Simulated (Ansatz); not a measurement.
# C₂H₄N₂Si: basis-set convergence

Aim: see how fast density functionals converge with the basis set for C₂H₄N₂Si.

Program: Ansatz 0.2.0, Gaussian basis. Level of theory: one geometry, several basis sets. These are calculated values, not measurements.

Plan: PBE0-D4/def2-SVP; ωB97M-V/def2-SVP; PBE0-D4/def2-QZVPP; ωB97M-V/def2-QZVPP; the functionals' def2-TZVPP values are taken from earlier runs.

## 1. The geometry

An earlier PBE0-D4 in a triple-zeta def2 set relaxation fixed the geometry.

SMILES `N=C1N=C[SiH2]1`, 9 atoms, charge 0, spin multiplicity 1.

Atoms are counted from 1 here; the program's logs count them from 0.

Bond lengths: N1–C2 1.253 Å, N1–H6 1.024 Å, C2–N3 1.451 Å, C2–Si5 1.901 Å, N3–C4 1.291 Å, C4–Si5 1.887 Å, C4–H7 1.088 Å, Si5–H8 1.486 Å, Si5–H9 1.486 Å. Angles: C2–N1–H6 110.2°, N1–C2–N3 127.5°, N1–C2–Si5 141.2°, N3–C2–Si5 91.3°, C2–N3–C4 102.6°, N3–C4–Si5 97.2°, N3–C4–H7 120.6°, Si5–C4–H7 142.2°, C2–Si5–C4 68.9°, C2–Si5–H8 119.2°, C2–Si5–H9 119.2°, C4–Si5–H8 117.9°, C4–Si5–H9 117.9°, H8–Si5–H9 109.2°.

## 2. PBE0-D4 in def2-SVP

in.yaml reads:

```yaml
crystal:
  periodic: [false, false, false]
  atoms:
    - {symbol: N, position_ang: [-0.139981, 2.069642, 0.535398]}
    - {symbol: C, position_ang: [0.008722, 0.879756, 0.171678]}
    - {symbol: N, position_ang: [0.972591, 0.361326, -0.781143]}
    - {symbol: C, position_ang: [0.705842, -0.902007, -0.791918]}
    - {symbol: Si, position_ang: [-0.703969, -0.858284, 0.462280]}
    - {symbol: H, position_ang: [0.535078, 2.673152, 0.056706]}
    - {symbol: H, position_ang: [1.272318, -1.581347, -1.424974]}
    - {symbol: H, position_ang: [-2.074796, -1.169052, -0.020893]}
    - {symbol: H, position_ang: [-0.487406, -1.519584, 1.775667]}
basis:
  gaussian: {orbitals: def2-SVP}
hamiltonian: {xc: pbe0, dispersion: d4}
output: {orbitals: {seedname: orbitals}}
```

Run with:

```sh
ansatz run in.yaml --threads 2 --pin off --events-out ev --progress --plain --max-ram 4352MiB
```

After this run come: ωB97M-V in def2-SVP; PBE0-D4 in def2-QZVPP; ωB97M-V in def2-QZVPP.

Before running them: what should the planned runs give, taken together? Wanted: PBE0-D4: double and triple zeta above quadruple; ωB97M-V: double and triple zeta above quadruple.

**Answer**, as computed:

| quantity | value |
| --- | --- |
| PBE0-D4: double and triple zeta above quadruple | 9.12, 0.54 eV |
| ωB97M-V: double and triple zeta above quadruple | 9.30, 0.50 eV |

For PBE0-D4 the step from double to triple zeta gains 8.57 eV and the next only 0.54 eV. These are total energies; as a rule much of such shifts cancels in differences, which this series doesn't test.
